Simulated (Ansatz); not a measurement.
Task: a single point in a Gaussian basis of CH5NSiTe, SMILES C1N[SiH2][Te]1, with the Ansatz DFT code, driven from Python. Give the script and its output. Level of theory: r2scan0, def2-SVP basis, multiplicity 1.

```xyz
9

C    -0.1939    0.9229   -0.6835
N     0.7270    0.4727    0.2942
Si   -0.1086   -1.0294    0.7853
Te   -1.7533   -0.5140   -0.7953
H     0.2294    1.0879   -1.7133
H    -0.6628    1.9529   -0.3560
H     1.6262    0.1911   -0.2079
H     0.7525   -2.1981    0.4227
H    -0.5281   -0.9323    2.2366
```

`energy_ch5nsite.py`
```python
"""Single point of CH5NSiTe."""

from pathlib import Path

import ansatz as az

GEOMETRY = """
C    -0.19390    0.92290   -0.68350
N     0.72700    0.47270    0.29420
Si   -0.10860   -1.02940    0.78530
Te   -1.75330   -0.51400   -0.79530
H     0.22940    1.08790   -1.71330
H    -0.66280    1.95290   -0.35600
H     1.62620    0.19110   -0.20790
H     0.75250   -2.19810    0.42270
H    -0.52810   -0.93230    2.23660
"""

mol = az.Crystal.molecule()
for line in GEOMETRY.strip().splitlines():
    symbol, *xyz = line.split()
    mol = mol.atom(symbol, [float(v) for v in xyz])

setup = mol.calculation()
setup = setup.basis(gaussian="def2-SVP").functional("r2scan0")
setup = setup.scf(lower_state_search="standard")
setup = setup.orbitals()
outcome = setup.run(threads=1, runs_dir="ch5nsite_runs")
rep = outcome.report

print(f"E = {rep['free_energy_ev']:.6f} eV = {rep['free_energy_ev'] / 27.211386246:.7f} Ha")
print("converged:", rep["converged"], " doubts:", rep["published_state_doubts"] or "none")

lines = Path(rep["orbitals_path"]).read_text().splitlines()
field_of = lambda key: [line.split("=")[1].strip() for line in lines if line.startswith(key)]
orbitals = [(27.211386 * float(e), s, float(n)) for e, s, n in zip(field_of("Ene="), field_of("Spin="), field_of("Occup="))]
homo = max(e for e, _, n in orbitals if n > 0.5)
lumo = min(e for e, _, n in orbitals if n < 0.5)
print(f"HOMO {homo:.3f} eV, LUMO {lumo:.3f} eV, gap {lumo - homo:.3f} eV")
```

```console
$ python energy_ch5nsite.py
E = -17773.715293 eV = -653.1719896 Ha
converged: True  doubts: none
HOMO -6.267 eV, LUMO -0.716 eV, gap 5.551 eV
```

Notes:
- The settings weren't tested for convergence.
- The geometry is a force-field or estimated start, not a minimum of this method, and the basis set is short of its limit.
- def2 sets replace the cores of elements past krypton by effective core potentials.
- Levels such as HOMO and LUMO are orbital energies: with these approximate functionals they aren't the ionisation energy and electron affinity, and their gap isn't the fundamental gap.
- Wall time of the script: 8.5 s on 1 thread of Arm Neoverse V1, on a shared host, peak memory 0.28 GiB.

(A comment or docstring line of the script was reworded after the run, the code is as it ran; lines on the test bed's own set-up are left out of the output.)
